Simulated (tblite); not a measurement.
**SiCl2OF (SMILES [O][Si](F)(Cl)Cl) at IPEA1-xTB**

Aim: the electronic atomisation energy of SiCl2OF at IPEA1-xTB, from 5 runs. 

The calculation is run with tblite 0.8.0.

16 further runs of the same task are left out: 1 that didn't finish, 15 set aside as unsound or not needed.

## (1) Starting point

The species is SiCl2OF (5 atoms), meant as a doublet with charge 0. As SMILES, `[O][Si](F)(Cl)Cl`. The coordinates come from a PBE0-D4/def2-TZVP relaxation.

Bond lengths: O1–Si2 1.643 Å, Si2–F3 1.574 Å, Si2–Cl4 2.012 Å, Si2–Cl5 2.011 Å. Angles: O1–Si2–F3 113.3°, O1–Si2–Cl4 105.6°, O1–Si2–Cl5 107.2°, F3–Si2–Cl4 108.3°, F3–Si2–Cl5 107.9°, Cl4–Si2–Cl5 114.8°.

## (2) Energy and gradient at IPEA1-xTB

input.xyz reads:

```xyz
5
start geometry
O      1.205200    -1.120900     0.351000
Si     0.002000    -0.037300     0.071900
F     -0.944500     0.175500     1.311100
Cl    -1.088600    -0.815800    -1.428500
Cl     0.875700     1.725000    -0.347000
```

calc.py reads:

```python
import json
import numpy as np
from tblite.interface import Calculator
from tblite.interface import symbols_to_numbers

symbols = list(map(str, np.loadtxt("input.xyz", skiprows=2, usecols=0, dtype=str, ndmin=1)))
numbers = np.array(symbols_to_numbers(symbols))
positions = np.loadtxt("input.xyz", skiprows=2, usecols=(1, 2, 3), ndmin=2) / 0.5291772

tb = Calculator("IPEA1-xTB", numbers, positions, charge=0, uhf=1)
tb.set("accuracy", 0.1)
tb.add("spin-polarization", 1.0)
sp = tb.singlepoint()

print(f"Energy: {sp.get('energy') * 2625.4996:.8f} kJ/mol")
eps = np.atleast_2d(sp.get("orbital-energies")) * 27.211386
occ = np.atleast_2d(sp.get("orbital-occupations"))
filled = occ.sum(axis=0) if eps.shape[0] == 1 else occ[0]
homo = np.nonzero(filled > 0.5)[0].max()
print(f"HOMO {eps[0, homo]:.4f} eV")
if homo + 1 < eps.shape[1]:
    print(f"LUMO {eps[0, homo + 1]:.4f} eV, gap {eps[0, homo + 1] - eps[0, homo]:.4f} eV")
mu = sp.get("dipole") * 2.541746
print(f"|mu|: {np.linalg.norm(mu):.4f} D, components " + " ".join(f"{c:.4f}" for c in mu))
q = sp.get("charges")
g = sp.get("gradient")
print("atom     charge      dE/dx        dE/dy        dE/dz   (Eh/bohr)")
for i, s in enumerate(symbols):
    print(f"{s:<2}{i + 1:<3} {q[i]:9.4f} {g[i, 0]:12.7f} {g[i, 1]:12.7f} {g[i, 2]:12.7f}")
print(f"gradient norm {np.linalg.norm(g):.6f} Eh/bohr")
out = {k: np.asarray(sp.get(k)).tolist() for k in ("energy", "gradient", "charges", "dipole", "orbital-energies", "orbital-occupations")}
out.update(symbols=symbols, positions=(positions * 0.529177210903).tolist())
json.dump(out, open("results.json", "w"))
```

The run is started by

```sh
$ python calc.py
```

Log:

```text
------------------------------------------------------------
  cycle        total energy    energy error   density error
------------------------------------------------------------
      1     -20.56036507985  -2.0617231E+01   4.8333114E-01
      2     -20.70327474908  -1.4290967E-01   3.3642643E-01
      3     -20.79039088232  -8.7116133E-02   2.3474459E-01
      4     -20.91126567686  -1.2087479E-01   1.1950834E-01
      5     -20.92449245347  -1.3226777E-02   8.7933143E-02
      6     -20.94225064837  -1.7758195E-02   3.5658399E-02
      7     -20.94272341737  -4.7276900E-04   2.8589761E-02
      8     -20.94416093274  -1.4375154E-03   1.1573188E-02
      9     -20.94446539164  -3.0445890E-04   4.1282173E-03
     10     -20.94450067038  -3.5278740E-05   2.6828688E-03
     11     -20.94451270817  -1.2037788E-05   8.6900738E-04
     12     -20.94451384549  -1.1373176E-06   2.2207046E-04
     13     -20.94451391399  -6.8509060E-08   5.3013581E-05
     14     -20.94451391708  -3.0844092E-09   2.7344071E-05
     15     -20.94451391821  -1.1266437E-09   1.2695131E-06
------------------------------------------------------------

 total:                                   0.016 sec
Energy: -54989.81291444 kJ/mol
HOMO -13.5455 eV
LUMO -4.9570 eV, gap 8.5885 eV
|mu|: 2.6849 D, components -1.6418 1.7070 -1.2645
atom     charge      dE/dx        dE/dy        dE/dz   (Eh/bohr)
O 1     -0.2716    0.0522174   -0.0478472    0.0142286
Si2      0.4268   -0.0557778    0.0457520   -0.0055278
F 3     -0.1863    0.0009834   -0.0028155    0.0055424
Cl4      0.0219   -0.0064171   -0.0076805   -0.0113137
Cl5      0.0092    0.0089941    0.0125912   -0.0029295
gradient norm 0.104734 Eh/bohr
```

Run time: 0.23 s. Hardware: 1 thread of Intel Xeon at 2.70GHz, shared host.

## (3) The Cl atom: a single-point energy at IPEA1-xTB

geom.xyz reads:

```xyz
1

Cl     0.000000     0.000000     0.000000
```

job.py reads:

```python
"""IPEA1-xTB single point with ASE"""
import json
import numpy as np
from ase.io import read
from tblite.ase import TBLite
from ase.units import kJ, mol as mol_
from ase.units import Debye

atoms = read("geom.xyz")
start = atoms.get_positions()

atoms.calc = TBLite(
    method="IPEA1-xTB",
    multiplicity=2,
    accuracy=0.1,
    spin_polarization=1.0,
)
print(f"Energy: {atoms.get_potential_energy() / (kJ / mol_):.6f} kJ/mol")
print(f"Dipole: {np.linalg.norm(atoms.get_dipole_moment()) / Debye:.4f} D")
print("Charges:", np.round(atoms.get_charges(), 4))
json.dump(dict(energy=atoms.get_potential_energy(), forces=atoms.get_forces().tolist(), dipole=atoms.get_dipole_moment().tolist(), charges=atoms.get_charges().tolist(),
               symbols=atoms.get_chemical_symbols(), start=start.tolist(), final=atoms.positions.tolist()), open("results.json", "w"))
```

Run the same way, it converges to -4.28127 Eh (log not shown).

## (4) The F atom: a single-point energy at IPEA1-xTB

xtb_job.py reads:

```python
import json
import numpy as np
from tblite.interface import Calculator

symbols = ["F"]
numbers = np.array([9])
positions = np.array([  # bohr
    [0.000000, 0.000000, 0.000000],
])

calculator = Calculator("IPEA1-xTB", numbers, positions, charge=0, uhf=1)
calculator.set("accuracy", 0.1)
calculator.add("spin-polarization", 1.0)
res = calculator.singlepoint()

print(f"total energy: {res.get('energy') * 27.211386:.8f} eV")
eps = np.atleast_2d(res.get("orbital-energies")) * 27.211386
occ = np.atleast_2d(res.get("orbital-occupations"))
filled = occ.sum(axis=0) if eps.shape[0] == 1 else occ[0]
homo = np.nonzero(filled > 0.5)[0].max()
print(f"HOMO {eps[0, homo]:.4f} eV")
if homo + 1 < eps.shape[1]:
    print(f"LUMO {eps[0, homo + 1]:.4f} eV, gap {eps[0, homo + 1] - eps[0, homo]:.4f} eV")
mu = res.get("dipole") * 2.541746
print(f"Dipole moment: {np.linalg.norm(mu):.4f} D, components " + " ".join(f"{c:.4f}" for c in mu))
q = res.get("charges")
print("Charges:", " ".join(f"{s}{i + 1}={c:+.4f}" for i, (s, c) in enumerate(zip(symbols, q))))
out = {k: np.asarray(res.get(k)).tolist() for k in ("energy", "gradient", "charges", "dipole", "orbital-energies", "orbital-occupations")}
out.update(symbols=symbols, positions=(positions * 0.529177210903).tolist())
json.dump(out, open("results.json", "w"))
```

Run the same way, it converges to -5.24724 Eh (log not shown).

## (5) The O atom: the energy at IPEA1-xTB

run.py reads:

```python
import json
import numpy as np
from ase import Atom, Atoms
from tblite.ase import TBLite
from ase.units import kcal, mol as mol_
from ase.units import Debye

molecule = Atoms([
    Atom("O", (0.000000, 0.000000, 0.000000)),
])
start = molecule.get_positions()

molecule.calc = TBLite(
    method="IPEA1-xTB",
    charge=0,
    multiplicity=3,
    accuracy=0.1,
    spin_polarization=1.0,
    verbosity=0,
)
print(f"Energy: {molecule.get_potential_energy() / (kcal / mol_):.6f} kcal/mol")
print(f"Dipole: {np.linalg.norm(molecule.get_dipole_moment()) / Debye:.4f} D")
for a, q in zip(molecule, molecule.get_charges()):
    print(f"{a.symbol}{a.index + 1} {q:+.4f}")
json.dump(dict(energy=molecule.get_potential_energy(), forces=molecule.get_forces().tolist(), dipole=molecule.get_dipole_moment().tolist(), charges=molecule.get_charges().tolist(),
               symbols=molecule.get_chemical_symbols(), start=start.tolist(), final=molecule.positions.tolist()), open("results.json", "w"))
```

Run the same way, it converges to -4.37365 Eh (log not shown).

## (6) The Si atom: the energy at IPEA1-xTB

xtb_job.py reads:

```python
# IPEA1-xTB single point
import json
import numpy as np
from tblite.interface import Calculator

symbols = ["Si"]
numbers = np.array([14])
positions = np.array([  # bohr
    [0.000000, 0.000000, 0.000000],
])

calculator = Calculator("IPEA1-xTB", numbers, positions, charge=0, uhf=2)
calculator.set("verbosity", 0)
calculator.set("accuracy", 0.1)
calculator.add("spin-polarization", 1.0)
res = calculator.singlepoint()

print(f"Energy: {res.get('energy') * 627.5095:.8f} kcal/mol")
eps = np.atleast_2d(res.get("orbital-energies")) * 27.211386
occ = np.atleast_2d(res.get("orbital-occupations"))
filled = occ.sum(axis=0) if eps.shape[0] == 1 else occ[0]
homo = np.nonzero(filled > 0.5)[0].max()
print("  MO   occupation   energy/eV")
for i in range(max(0, homo - 4), min(eps.shape[1], homo + 5)):
    print(f"{i + 1:4d} {filled[i]:10.4f} {eps[0, i]:12.4f}")
mu = res.get("dipole") * 2.541746
print(f"|mu|: {np.linalg.norm(mu):.4f} D, components " + " ".join(f"{c:.4f}" for c in mu))
q = res.get("charges")
print("Charges:", " ".join(f"{s}{i + 1}={c:+.4f}" for i, (s, c) in enumerate(zip(symbols, q))))
out = {k: np.asarray(res.get(k)).tolist() for k in ("energy", "gradient", "charges", "dipole", "orbital-energies", "orbital-occupations")}
out.update(symbols=symbols, positions=(positions * 0.529177210903).tolist())
json.dump(out, open("results.json", "w"))
```

The run is started by

```sh
$ python xtb_job.py
```

Log:

```text
Energy: -1036.77055907 kcal/mol
  MO   occupation   energy/eV
   1     1.0000     -15.3225
   2     0.6667      -8.3397
   3     0.6667      -8.3397
   4     0.6667      -8.3397
   5     0.0000      -3.1401
   6     0.0000      -3.1401
   7     0.0000      -3.1401
   8     0.0000      -3.1401
|mu|: 0.0000 D, components 0.0000 0.0000 0.0000
Charges: Si1=+0.0000
```

It took 0.27 s on 1 thread of Intel Xeon at 2.70GHz, shared host.

## (7) Outcome

At IPEA1-xTB:

| quantity | value |
| --- | --- |
| molecule: total energy | -20.94451 Eh |
| molecule: dipole moment | 2.68 D |
| molecule: HOMO energy (as the program lists it) | -13.55 eV |
| molecule: LUMO energy (as the program lists it) | -4.96 eV |
| molecule: largest force on an atom | 3.721 eV/Å |
| Cl atom: total energy | -4.28127 Eh |
| Cl atom: dipole moment | 0.00 D |
| Cl atom: largest force on an atom | 0.000 eV/Å |
| F atom: total energy | -5.24724 Eh |
| F atom: dipole moment | 0.00 D |
| F atom: HOMO energy (as the program lists it) | -18.25 eV |
| F atom: LUMO energy (as the program lists it) | -6.97 eV |
| F atom: largest force on an atom | 0.000 eV/Å |
| O atom: total energy | -4.37365 Eh |
| O atom: dipole moment | 0.00 D |
| O atom: largest force on an atom | 0.000 eV/Å |
| Si atom: total energy | -1.65220 Eh |
| Si atom: dipole moment | 0.00 D |
| Si atom: HOMO energy (as the program lists it) | -8.34 eV |
| Si atom: LUMO energy (as the program lists it) | -3.14 eV |
| Si atom: largest force on an atom | 0.000 eV/Å |
| electronic atomisation energy | 30.174 eV |

In words: Taking the molecule apart into free atoms costs 30.17 eV (2911 kJ/mol), before zero-point energy and without spin-orbit coupling. The largest force (molecule) is 3.72 eV/Å: the shape isn't a stationary point for this species at this level. Tight-binding and semi-empirical models aren't fitted to free atoms, so this value can be far from the true one.
